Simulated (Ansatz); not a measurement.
**BH8NSSi2: small, medium and large basis sets**

The task here is to estimate one member of a computed series from the others.

The runs use Ansatz 0.2.0, Gaussian basis; one geometry, several basis sets.

Levels to be run: PBE0-D4/def2-SVP; ωB97M-V/def2-SVP; PBE0-D4/def2-QZVPP; ωB97M-V/def2-QZVPP; the functionals' def2-TZVPP values are taken from earlier runs.

**The geometry**

The geometry comes from an earlier relaxation with PBE0-D4 in a triple-zeta def2 set; it is a stationary point, not always the lowest conformer.

13 atoms, charge 0, spin multiplicity 1.

Atoms are counted from 1 here; the program's logs count them from 0.

Bond lengths: B1–Si2 1.942 Å, B1–S4 2.060 Å, B1–H6 1.198 Å, B1–H7 1.199 Å, Si2–N3 1.693 Å, Si2–S4 2.322 Å, Si2–H8 1.481 Å, N3–H9 1.006 Å, N3–H10 1.006 Å, S4–Si5 2.141 Å, Si5–H11 1.482 Å, Si5–H12 1.484 Å, Si5–H13 1.485 Å. Angles: Si2–B1–S4 70.9°, Si2–B1–H6 120.3°, Si2–B1–H7 115.9°, S4–B1–H6 110.3°, S4–B1–H7 107.3°, H6–B1–H7 119.5°, B1–Si2–N3 124.0°, B1–Si2–S4 57.0°, B1–Si2–H8 128.5°, N3–Si2–S4 114.9°, N3–Si2–H8 107.5°, S4–Si2–H8 104.2°, Si2–N3–H9 121.4°, Si2–N3–H10 123.5°, H9–N3–H10 112.8°, B1–S4–Si2 52.2°, B1–S4–Si5 96.3°, Si2–S4–Si5 99.2° and more.

The first run:

Input file in.yaml:

```yaml
crystal:
  periodic: [false, false, false]
  atoms:
    - {symbol: B, position_ang: [-0.929647, 1.152262, -0.223074]}
    - {symbol: Si, position_ang: [0.395479, 0.456469, 1.013884]}
    - {symbol: N, position_ang: [1.710644, 1.350395, 1.593713]}
    - {symbol: S, position_ang: [0.440451, 0.021308, -1.266674]}
    - {symbol: Si, position_ang: [-0.714230, -1.781890, -1.293803]}
    - {symbol: H, position_ang: [-2.016555, 0.652840, -0.288059]}
    - {symbol: H, position_ang: [-0.782544, 2.292526, -0.561610]}
    - {symbol: H, position_ang: [0.456202, -0.883891, 1.641289]}
    - {symbol: H, position_ang: [1.816048, 2.327799, 1.378827]}
    - {symbol: H, position_ang: [2.560139, 0.931773, 1.933217]}
    - {symbol: H, position_ang: [-1.822725, -1.609638, -2.262328]}
    - {symbol: H, position_ang: [-1.259672, -2.043168, 0.061267]}
    - {symbol: H, position_ang: [0.166809, -2.901483, -1.711949]}
basis:
  gaussian: {orbitals: def2-SVP}
hamiltonian: {xc: pbe0, dispersion: d4}
output: {orbitals: {seedname: orbitals}}
```

Started as:

```
$ ansatz run in.yaml --threads 4 --pin off --events-out ev --progress --plain --max-ram 10444MiB
```

Steps of the session up to this table: PBE0-D4 in def2-SVP; ωB97M-V in def2-SVP; PBE0-D4 in def2-QZVPP; ωB97M-V in def2-QZVPP.

One of the session's tables, all rows but one given; the rest of the session is left out.

It belongs to the step «Density functionals: the series». 

| functional | basis | HOMO (eV) | LUMO (eV) |
| --- | --- | --- | --- |
| PBE0-D4 | def2-SVP | -6.87 | 0.04 |
| PBE0-D4 | def2-TZVPP | ? | ? |
| PBE0-D4 | def2-QZVPP | -6.94 | -0.34 |
| ωB97M-V | def2-SVP | -8.88 | 1.96 |
| ωB97M-V | def2-TZVPP | -8.98 | 1.49 |
| ωB97M-V | def2-QZVPP | -9.00 | 1.12 |

Estimate the missing values for PBE0-D4, def2-TZVPP.

The run gave: HOMO (eV): -6.92; LUMO (eV): -0.23. In the column «HOMO (eV)» it lies between PBE0-D4, def2-QZVPP (-6.94) and PBE0-D4, def2-SVP (-6.87).
